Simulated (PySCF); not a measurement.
# Ta(NMe)(SMe)3: geometry, NMR shifts and electronic excitations

What NMR shifts and electronic excitations should Ta(NMe)(SMe)3 (`C[N]=[Ta]([S]C)([S]C)[S]C`) show?

Programs: PySCF 2.14.0, with density-fitted response routines of our own. Each step states its level of theory. These are calculated values for one molecule in the gas phase, unless marked as measured. Atoms count from 0, in the outputs and in this text.

**1. Starting geometry**

21 atoms, charge 0, multiplicity 1; geometry from: GFN2-xTB. The atoms were then displaced at random by about 0.03 Å, so the start is not that level's minimum.

Bonds of the start (Å): Ta0–N1 1.77, Ta0–S6 2.35, Ta0–S11 2.48, Ta0–S16 2.42, N1–C2 1.39, C2–H3 1.24, C2–H4 1.05, C2–H5 1.09, S6–C7 1.81, C7–H8 1.12, C7–H9 1.04, C7–H10 1.17, S11–C12 1.79, C12–H13 1.10, C12–H14 1.02, C12–H15 1.18, S16–C17 1.86, C17–H18 1.12, C17–H19 1.13, C17–H20 1.05.

**2. Geometry optimisation at PBE0-D3(BJ)/def2-SVP**

What the job is given:

```
{"job": {"xc": "PBE0", "basis": "def2-SVP", "d3": "d3bj", "grid": 1, "maxiter": 40, "shake": 0.03, "kind": "geom"}, "charge": 0, "multiplicity": 1}
Ta     0.020380    -0.068480    -1.085740
N      0.000450    -0.005680     0.678670
C      0.000660    -0.011360     2.064050
H      1.022140     0.575750     2.442710
H     -0.859110     0.418660     2.475770
H      0.136120    -1.018150     2.453790
S      1.845140    -1.263500    -1.968500
C      2.776800    -1.922860    -0.568190
H      3.037740    -1.107520     0.150930
H      3.587930    -2.470200    -0.918320
H      2.059940    -2.637620     0.012280
S      0.098050     2.266530    -1.918240
C      0.212070     3.409470    -0.546500
H     -0.577090     3.241730     0.196550
H      0.282690     4.363300    -0.899600
H      1.244450     3.200010    -0.014470
S     -2.097590    -0.956830    -1.850900
C     -3.092330    -1.420480    -0.349710
H     -2.519760    -2.205880     0.207160
H     -4.085900    -1.826140    -0.692940
H     -3.279530    -0.544750     0.201610
```

The run is started by

```bash
$ OMP_NUM_THREADS=1 python probes_run.py task.json out
```

One launch serves the whole session: the jobs run in the order shown.

**Question.** This job is followed by: GIAO PBE0/pcSseg-1 Ta:def2-TZVP NMR shielding, non-relativistic, gas phase; TDDFT B3LYP/def2-SVPD, vertical, gas phase, core orbitals frozen in the response; GIAO KT2/pcSseg-1 Ta:def2-TZVP NMR shielding, non-relativistic, gas phase. Predict these results of the whole session: point group; rotational constants (main isotopes); ¹³C shifts against TMS (PBE0/def2-TZVP+pcSseg-1, means over atoms taken as alike); ¹H shifts against TMS (PBE0/def2-TZVP+pcSseg-1, means over atoms taken as alike); ¹⁵N shifts against NH3 (PBE0/def2-TZVP+pcSseg-1); ³³S shifts against CS2 (PBE0/def2-TZVP+pcSseg-1, means over atoms taken as alike); surface potential, 1st and 99th percentile; lowest singlet (B3LYP/def2-SVPD); brightest single state of those computed; lowest triplet; range of the shift of S6.

As calculated:

| quantity | value |
| --- | --- |
| point group | C1 |
| rotational constants (main isotopes) | 0.65, 0.64, 0.49 GHz |
| ¹³C shifts against TMS (PBE0/def2-TZVP+pcSseg-1, means over atoms taken as alike) | 49.3, 22.1 ppm |
| ¹H shifts against TMS (PBE0/def2-TZVP+pcSseg-1, means over atoms taken as alike) | 3.91, 2.69 ppm |
| ¹⁵N shifts against NH3 (PBE0/def2-TZVP+pcSseg-1) | 392.5 ppm |
| ³³S shifts against CS2 (PBE0/def2-TZVP+pcSseg-1, means over atoms taken as alike) | 187 ppm |
| surface potential, 1st and 99th percentile | -1.01 V and 1.43 V |
| lowest singlet (B3LYP/def2-SVPD) | 3.91 eV (317 nm), f = 0.025 |
| brightest single state of those computed | state 9, 4.55 eV, f = 0.039 |
| lowest triplet | 3.51 eV |
| range of the shift of S6 | 187 to 219 ppm |

In words: The start was shaken at random, so part of the energy gained undoes that. Over 15 steps the energy fell by 1.065 eV; of the close pairs, C2–H3 changed most, 1.238 to 1.104 Å. No frequency check was run at this level, so the end point may be a saddle. At PBE0/def2-TZVP+pcSseg-1: The largest span, 902 ppm, is at S6, S11, S16, where the paramagnetic term is -752 ppm. At PBE0/def2-TZVP+pcSseg-1, counted by nearest atom on the grid, the HOMO lies on S6, S11, S16 about 29 % each, the LUMO on Ta0 51 %; S6 13 %. The first singlet state (HOMO→LUMO 0.80) lies at 3.91 eV and is weak; of the 10 states computed, the strongest absorption comes from states 8 to 9 together at 4.55 eV. The lowest triplet lies 0.40 eV below the lowest singlet (triplets in Tamm-Dancoff, singlets in full TDDFT). Spin-orbit coupling, left out, mixes singlets and triplets in elements this heavy. In ppm, S6 (with its like atoms) moves most: its shift spreads over 32 ppm, from 187 (PBE0/def2-TZVP+pcSseg-1) to 219 (KT2/def2-TZVP+pcSseg-1). Most of that comes from the computed reference, not from the atom's own shielding. Spin-orbit coupling is left out, which matters for shieldings and couplings at and beside the heavy atoms.
